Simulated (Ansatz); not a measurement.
# MnS (Fm-3m): equation of state

The task here is to estimate one member of a computed series from the others.

The COD entry's cell or inner coordinates are ideal or old and differ from later refinements, so a difference from it is no clean test against experiment.

Method: DFT PBE, scalar-relativistic, plane waves, PAW, in Ansatz 0.2.0.

Spin polarisation is switched off on purpose; where the compound carries moments, volume, stiffness and gap are then not the real material's.

## The system as given

The structure is cubic, space group Fm-3m (No. 225). The conventional cell has a = 4.692 Å, b = 4.692 Å, c = 4.692 Å, α = 90.00°, β = 90.00°, γ = 90.00°. Mn (site symmetry m-3m) is surrounded by 6 S at 2.35 Å. Around S (site symmetry m-3m) lie 6 Mn at 2.35 Å.

As a file:

```
CELL_PARAMETERS angstrom
0.00000 2.34599 2.34599
2.34599 0.00000 2.34599
2.34599 2.34599 0.00000
ATOMIC_POSITIONS crystal
Mn 0.00000 0.00000 0.00000
S 0.50000 0.50000 0.50000
```

This cell comes from an earlier session at PBE: 12.912 Å³/atom at -0.01 GPa, on a 12×12×12 mesh.

Volume factors to run: 0.980, 1.020, 0.960, 1.040.

Set-up of the first run:

Contents of input.yaml:

```yaml
crystal:
  lattice:
    - [0.0, 2.3302473803, 2.3302473803]
    - [2.3302473803, 0.0, 2.3302473803]
    - [2.3302473803, 2.3302473803, 0.0]
  atoms:
    - { symbol: Mn, position: [0.0, 0.0, 0.0] }
    - { symbol: S, position: [0.5, 0.5, 0.5] }
basis:
  ecutwfc: 420
  ecutrho_ratio: 4
kpoints:
  mp_grid: { grid: [12, 12, 12] }
hamiltonian:
  xc: pbe
scf:
  occupations: { method: gaussian, width: 0.05 }
output:
  forces: true
  stress: true
  eigenvalues: true
```

Launch:

```sh
$ ansatz run input.yaml --threads 1 --pin off --max-ram 2560MiB --backend cpu --events-out ev --progress --plain --runs-dir out
```

Steps of the session up to this table: Volume × 0.980; At 1.020 of the relaxed volume; Scaling the volume by 0.960; At 1.040 of the relaxed volume.

One table of the session follows, with a row left open; its other results are not shown here.

It belongs to the step «The fit». 

```
volume (Å³/atom)  energy (meV/atom)  pressure (GPa)
          12.395              10.63            6.95
          12.653               2.52            3.28
          12.912               0.00           -0.01
          13.170                  ?               ?
          13.428               9.44           -5.57
```

**Question.** Estimate the row for volume (Å³/atom) = 13.170.

Worked estimate for «energy (meV/atom)». A straight line through the neighbours (12.912, 0.00) and (13.428, 9.44) gives 0.00 + (9.44 − 0.00) × (13.170 − 12.912) / (13.428 − 12.912) = 4.72; a parabola fitted to 3 rows on both sides gives 2.31.

The run gave: energy (meV/atom): 2.49; pressure (GPa): -2.94. In «energy (meV/atom)» the line misses by +2.23 and the parabola by -0.18.
